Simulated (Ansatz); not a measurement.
# GaNH₄ (singlet): the correlation ladder, cc-pVDZ

Aim: climb from Hartree-Fock through coupled cluster for GaNH₄ (singlet) at one geometry and basis, and see what each rung misses.

Computed with Ansatz 0.2.0, Gaussian basis. Level: cc-pVDZ, core rule «outside noble gas», up to 15 orbitals frozen.

To be run: UHF; CCSD(T) on RHF; BCCD(T) on RHF; CISD; CCSDT(Q) on RHF; CCSDTQ on RHF.

10 further runs of the same task are left out: 7 for a known fault of the program, 3 set aside as unsound or not needed.

## 1. The geometry

The geometry is a PBE0/def2-TZVP stationary point (not a proven minimum). No spin-orbit coupling is included. The filled d shell of Ga may be among the frozen orbitals whatever the setting's name suggests; the logs give the count.

6 atoms, charge 0, spin multiplicity 1.

Atoms are counted from 1 here; the program's logs count them from 0.

Bond lengths: N1–Ga2 1.814 Å, N1–H3 1.006 Å, N1–H4 1.006 Å, Ga2–H5 1.561 Å, Ga2–H6 1.561 Å. Angles: Ga2–N1–H3 124.0°, Ga2–N1–H4 124.0°, H3–N1–H4 111.9°, N1–Ga2–H5 116.8°, N1–Ga2–H6 116.8°, H5–Ga2–H6 126.5°.

## 2. UHF

in.yaml

```yaml
crystal:
  periodic: [false, false, false]
  atoms:
    - {symbol: N, position_ang: [0.000000, 0.000000, 1.485666]}
    - {symbol: Ga, position_ang: [0.000000, 0.000000, -0.327885]}
    - {symbol: H, position_ang: [0.000000, 0.833308, 2.048783]}
    - {symbol: H, position_ang: [0.000000, -0.833308, 2.048783]}
    - {symbol: H, position_ang: [0.000000, 1.394263, -1.030956]}
    - {symbol: H, position_ang: [0.000000, -1.394263, -1.030956]}
basis:
  gaussian: {orbitals: cc-pVDZ}
magnetization: {spin_polarized: true, initial_magnetization: 0}
hamiltonian: {xc: hf}
output: {orbitals: {seedname: orbitals}}
```

Command:

```
ansatz run in.yaml --threads 1 --pin off --events-out ev --progress --plain --max-ram 4096MiB --backend cpu
```

After this run come: CCSD(T) on RHF; BCCD(T) on RHF; CISD; CCSDT(Q) on RHF; CCSDTQ on RHF.

Before running them: what should the planned runs give, taken together? Wanted: RCCSDTQ below the RHF energy; RMP2 from RCCSDTQ; RCCSD from RCCSDTQ; RCCSD(T) from RCCSDTQ; RCCSDT(Q) from RCCSDTQ; T1 diagnostic.

As calculated:

```
                         quantity                                 value
     RCCSDTQ below the RHF energy                            -7.6841 eV
                RMP2 from RCCSDTQ                       +21.59 kcal/mol
               RCCSD from RCCSDTQ                        +4.74 kcal/mol
            RCCSD(T) from RCCSDTQ                        +0.73 kcal/mol
           RCCSDT(Q) from RCCSDTQ                        -0.04 kcal/mol
levels within 1 kcal/mol (43 meV)  RCCSD(T), BCCD(T), RCCSDT, RCCSDT(Q)
                    T1 diagnostic                                 0.016
```

In words: RCCSD(T) misses by +0.73 kcal/mol, 0.4 % of the correlation energy. These misses are within one basis, not against nature.
